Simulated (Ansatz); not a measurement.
**GeH2 (singlet): the correlation ladder at angle H2–Ge1–H3 = 180.0°, cc-pVDZ**

The task here is to estimate one member of a computed series from the others.

Computed with Ansatz 0.2.0, Gaussian basis. Level: cc-pVDZ, core rule «outside noble gas», up to 14 orbitals frozen.

To be run: UHF; CCSD(T) on RHF; CCSD(T) on UHF; BCCD(T) on RHF; CISD; CCSDT(Q) on RHF; CCSDT(Q) on UHF; CCSDTQ on RHF; CASSCF and MRCISD+Q, 2 electrons in 2 orbitals; CASSCF and NEVPT2, 2 electrons in 2 orbitals; CASSCF and MRCISD+Q, 6 electrons in 6 orbitals; CASSCF and NEVPT2, 6 electrons in 6 orbitals; Full CI.

20 further runs of the same task are left out: 2 for a mislabelled method, 13 that didn't finish, 5 set aside as unsound or not needed.

## The geometry

The geometry derives from a PBE0/def2-TZVP stationary point (not a proven minimum). One angle is set to the value named; bond lengths are kept. No spin-orbit coupling is included. The filled d shell of Ge may be among the frozen orbitals whatever the setting's name suggests; the logs give the count.

3 atoms, charge 0, spin multiplicity 1.

Atoms are counted from 1 here; the program's logs count them from 0.

Bond lengths: Ge1–H2 1.594 Å, Ge1–H3 1.594 Å. Angles: H2–Ge1–H3 180.0°.

The first run:

File in.yaml:

```yaml
crystal:
  periodic: [false, false, false]
  atoms:
    - {symbol: Ge, position_ang: [0.000000, 0.000000, 0.000000]}
    - {symbol: H, position_ang: [0.000000, 0.000000, -1.594083]}
    - {symbol: H, position_ang: [0.000000, 0.000000, 1.594083]}
basis:
  gaussian: {orbitals: cc-pVDZ}
magnetization: {spin_polarized: true, initial_magnetization: 0}
hamiltonian: {xc: hf}
output: {orbitals: {seedname: orbitals}}
```

Launch:

```console
ansatz run in.yaml --threads 1 --pin off --events-out ev --progress --plain --max-ram 2393MiB
```

Among the steps run: UHF; CCSD(T) on RHF; CCSD(T) on UHF; BCCD(T) on RHF; CISD; CCSDT(Q) on RHF; CCSDT(Q) on UHF; CCSDTQ on RHF; CASSCF and MRCISD+Q, 2 electrons in 2 orbitals; CASSCF and NEVPT2, 2 electrons in 2 orbitals; CASSCF and MRCISD+Q, 6 electrons in 6 orbitals; CASSCF and NEVPT2, 6 electrons in 6 orbitals; Full CI.

One table of the session follows, with a row left open; its other results are not shown here.

It belongs to the step «Misses and costs». 

| method | from FCI (kJ/mol) |
| --- | --- |
| RHF | +340.4 |
| RMP2 | +110.1 |
| CISD | +50.9 |
| RCCSD | +29.3 |
| RCCSD(T) | +13.6 |
| BCCD(T) | +13.6 |
| RCCSDT | +1.4 |
| RCCSDT(Q) | -0.6 |
| RCCSDTQ | 0.0 |
| CASSCF pair | +291.1 |
| NEVPT2 pair | ? |
| MRCISD pair | +18.2 |
| MRCISD+Q pair | -3.9 |
| CASSCF valence | +193.6 |
| NEVPT2 valence | +50.2 |
| MRCISD valence | +7.2 |
| MRCISD+Q valence | -2.7 |
| FCI | 0 |

**Question.** Estimate the row for NEVPT2 pair.

As computed: from FCI (kJ/mol): +70.9. In the column «from FCI (kJ/mol)» it lies between CISD (+50.9) and RMP2 (+110.1).

Left out of the table: UHF, UMP2, UCCSD, UCCSD(T), UCCSDT, UCCSDT(Q) (another determinant or state than the rows shown).

To keep in mind: The report flags that the cluster equations may have other roots. The program flags RCCSDT(Q), RCCSDTQ as in doubt, so those rows may rest on another solution; read them beside their warnings. RCCSDT(Q), MRCISD+Q pair, MRCISD+Q valence fall below full CI, which methods that aren't variational can do.
